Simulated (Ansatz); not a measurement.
Consider cell relaxations under several functionals of SnO2, space group P6_3/mmc (the Ansatz DFT code, driven from Python).

Script `sno2.py`:
```python
# -*- coding: utf-8 -*-
"""Relaxed cell of SnO2 under several functionals."""

import logging
import sys

import ansatz
import numpy as np

logging.basicConfig(stream=sys.stdout, format="%(levelname)s %(message)s")
logger = logging.getLogger("run")
logger.setLevel(logging.INFO)

def edges_and_angles(cell):
    cell = np.asarray(cell)
    a, b, c = np.linalg.norm(cell, axis=1)
    cosines = cell[1] @ cell[2] / (b * c), cell[0] @ cell[2] / (a * c), cell[0] @ cell[1] / (a * b)
    return (a, b, c, *np.degrees(np.arccos(cosines)))


def main():
    vectors = np.array([
        [3.230576, 0.0, 0.0],
        [-1.615288, 2.797761, 0.0],
        [0.0, 0.0, 10.790562],
    ])
    xtal = (
        ansatz.Lattice.of(vectors)
        .atom("Sn", [0.0, 0.0, 0.5])
        .atom("Sn", [0.0, 0.0, 0.0])
        .atom("O", [2 / 3, 1 / 3, 0.405862])
        .atom("O", [2 / 3, 1 / 3, 0.094138])
        .atom("O", [1 / 3, 2 / 3, 0.594138])
        .atom("O", [1 / 3, 2 / 3, 0.905862])
    )

    base = (
        xtal.calculation()
        .basis(300, density_ratio=4)
        .kpoints(4, 4, 1, shift=0.5)
        .occupations("Fixed")
        .mixing("anderson", ndim=8, beta=0.2)
        .scf(tolerance=1e-09)
        .relax(cell=True, force_tolerance=0.01)
    )

    levels = [("r2scan", "none"), ("r2scan", "d4"), ("lda", "none")]
    logger.info("level            a       b       c    alpha   beta  gamma  V/atom  steps")
    for name, dispersion in levels:
        seen = []
        run = base.functional(name, dispersion=dispersion).session().plan()
        done = run.execute(on_event=lambda e: seen.append(e) if e["event"] == "relax_step" else None)
        cell = done.lattice.cell_ang
        label = name if dispersion == "none" else f"{name}+{dispersion}"
        print("{:13s} {:7.4f} {:7.4f} {:7.4f} {:6.2f} {:6.2f} {:6.2f}".format(label, *edges_and_angles(cell)), f"{abs(np.linalg.det(cell)) / len(done.lattice.sites):7.3f} {len(seen):5d}")


if __name__ == "__main__":
    main()
```

Rank the levels of theory by the volume of the relaxed cell.

From smallest to largest: LDA (14.84 Å³ an atom, -8.7 % against the start), r2SCAN+D4 (15.03 Å³ an atom, -7.5 % against the start) and r2SCAN (16.01 Å³ an atom, -1.5 % against the start). The spread is 7.9 % in volume.

What the script printed:

```console
$ python sno2.py
INFO level            a       b       c    alpha   beta  gamma  V/atom  steps
DeckWarning: basis.ecutwfc = 300 eV is below the records' recommended 500 eV, and the density's cutoff is lower with it unless basis.ecutrho_ratio is high enough to keep the records' density cutoff: compare with a run at a higher cutoff
DeckWarning: basis.ecutrho_ratio = 4 (ecutrho = 1200 eV) is below the records' recommended 2000 eV
DeckWarning: crystal.symmetry: narrowed to the stabiliser of the k-point mesh — unitary ops 24 → 8; excluded 16 operations that carry a point of the 4×4×1 mesh (shift [0.5, 0.5, 0.5]) off the mesh [...]
DeckWarning: relax.cell: scf.convergence.dr2_threshold = 1e-9 eV is looser than the 6e-10 eV advised for a relaxation that steers and ends on the stress (1e-10 eV for each atom of the cell: 6). What [...]
r2scan         3.1943  3.1943 10.8729  90.00  90.00 120.03  16.008    25
r2scan+d4      3.1882  3.1882 10.2444  90.00  90.00 119.98  15.033    63
DeckWarning: basis.ecutwfc = 300 eV is below the records' recommended 420 eV, and the density's cutoff is lower with it unless basis.ecutrho_ratio is high enough to keep the records' density cutoff: compare with a run at a higher cutoff
DeckWarning: basis.ecutrho_ratio = 4 (ecutrho = 1200 eV) is below the records' recommended 1680 eV
lda            3.1752  3.1752 10.1914  90.00  90.00 119.97  14.836    81
```
(Warnings from the package without file and line, shortened.)

Reading the output:
- The settings weren't tested for convergence.
- The cutoff lies under the one recommended for these potentials.
- The k-point mesh is coarse, and energy and stress weren't tested for convergence.
- This cell is a computed structure, which may not be the phase found in nature.
- It ran for 5.4 min on 1 thread of Intel(R) Xeon(R) Processor @ 2.30GHz (shared host), peak memory 0.62 GiB.
